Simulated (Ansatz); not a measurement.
**CHBrN radical: geometry and frequencies at several levels**

The task here is to estimate one member of a computed series from the others.

Program: Ansatz 0.2.0. Level of theory: the levels named in each step. These are calculated values, not measurements.

### The structure to begin with

Bond lengths: C1–N2 1.137 Å, C1–H4 1.062 Å. Angles: N2–C1–H4 179.8°.

As a file:

```xyz
4

C    -0.3973    1.7089   -1.9783
N    -0.5515    2.6148   -2.6476
Br    0.1596   -0.7261    0.7785
H    -0.2530    0.8649   -1.3508
```

Set-up of the first run:

File input.yaml:

```yaml
crystal:
  periodic: [false, false, false]
  atoms:
    - { symbol: C, position_ang: [-0.40028085, 1.75665228, -1.97899546] }
    - { symbol: "N", position_ang: [-0.57065165, 2.57769264, -2.79136757] }
    - { symbol: Br, position_ang: [0.16953013, -0.86315362, 0.78951818] }
    - { symbol: H, position_ang: [-0.24080762, 0.99126871, -1.21731516] }
magnetization:
  spin_polarized: true
  initial_magnetization: 1
basis:
  gaussian: { orbitals: STO-3G }
hamiltonian:
  xc: hf
relax:
  f_tol: 0.002
  max_steps: 150
```

Started as:

```bash
> ansatz run input.yaml --threads 2 --pin off --max-ram 5120MiB --backend cpu --events-out ev --progress --plain --runs-dir out
```

Among the steps run: Relaxation, HF/STO-3G; Frequencies, HF/STO-3G; Relaxation, HF/def2-SVP; Frequencies, HF/def2-SVP; Relaxation, LDA/def2-SVP; Frequencies, LDA/def2-SVP; Relaxation, PBE-D4/def2-SVP; Frequencies, PBE-D4/def2-SVP; Relaxation, MP2/def2-TZVPP; Frequencies, MP2/def2-TZVPP.

One of the session's tables, all rows but one given; the rest of the session is left out.

It belongs to the step «Geometries side by side». 

```
             level  C1–N2 (Å)  rotational constants (MHz)  dipole (D)  highest frequency (cm⁻¹)
         HF/STO-3G     1.1531                      1362.1        2.73                      3826
       HF/def2-SVP     1.1313                      1058.8        3.52                      3614
      LDA/def2-SVP     1.1622                      1387.6        3.45                      3238
   PBE-D4/def2-SVP          ?                           ?           ?                         ?
PBE0-D4/def2-TZVPP     1.1459                      1213.3        3.49                         -
    MP2/def2-TZVPP     1.1664                      1196.7        3.39                      3438
```

Q: Estimate the row for PBE-D4/def2-SVP from the others.

The run gave: C1–N2 (Å): 1.1676; rotational constants (MHz): 1249.7; dipole (D): 3.34; highest frequency (cm⁻¹): 3306. In the column «C1–N2 (Å)» it is the highest.
